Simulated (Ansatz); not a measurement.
C3H5B, SMILES BC#CC, an atomisation energy

With the Python package of Ansatz (0.2.0).

Contents of `c3h5b.xyz`:
```text
9

B    -0.03640    2.03170   -1.04290
C    -0.03400    0.70630   -0.36410
C    -0.02010   -0.36420    0.16650
C     0.13880   -1.65980    0.83660
H     0.16560    2.15860   -2.22350
H    -0.42830    3.04640   -0.45040
H     1.13970   -1.89970    1.12440
H    -0.27500   -2.43350    0.14130
H    -0.56180   -1.63200    1.79500
```

Run as a notebook:

```python
from collections import Counter

import ansatz as az
```

```python
def single_point(molecule, charge=0, unpaired=0):
    calc = (
        molecule.calculation()
        .basis(gaussian="def2-SVP")
        .functional("r2scan", dispersion="d4")
    )
    if charge:
        calc = calc.charge(charge)
    if unpaired:
        calc = calc.spin("collinear", total=unpaired)
    report = calc.run(threads=1, backend="cpu").report
    if report["published_state_doubts"]:
        print("  doubts:", report["published_state_doubts"])
    return report["free_energy_ev"]
```

```python
molecule = az.Crystal.molecule_from_extxyz("c3h5b.xyz")
```

```python
# Hund ground states
unpaired = {"B": 1, "C": 2, "H": 1}
counts = Counter(site.symbol for site in molecule.cartesian_sites)
atom_energy = {s: single_point(az.Crystal.molecule().atom(s, (0, 0, 0)), 0, unpaired[s]) for s in counts}
whole = single_point(molecule, 0, 0)
for s, e in atom_energy.items():
    print(f"{s:2s} x{counts[s]}  {e:14.5f} eV")
print(f"C3H5B: {whole:.5f} eV")
split = sum(counts[s] * e for s, e in atom_energy.items()) - whole
print(f"atomisation energy (no zero-point term): {23.060548 * split:.1f} kcal/mol, {split / sum(counts.values()):.3f} eV an atom")
```

    B  x1      -669.59003 eV
    C  x3     -1028.24726 eV
    H  x5       -13.58417 eV
    C3H5B: -3861.01449 eV
    atomisation energy (no zero-point term): 893.9 kcal/mol, 4.307 eV an atom

893.9 kcal/mol from the electronic energies, without the zero-point term.

Caveats:
- Total energies depend on the basis set; only differences at equal settings carry meaning.
- The geometry is a force-field or estimated start, not a minimum of this method, and the basis set is short of its limit. All parts are taken at fixed geometry, without zero-point energy.
- It ran for 4.8 s on 1 thread of Arm Neoverse V1 (shared host), peak memory 0.18 GiB.
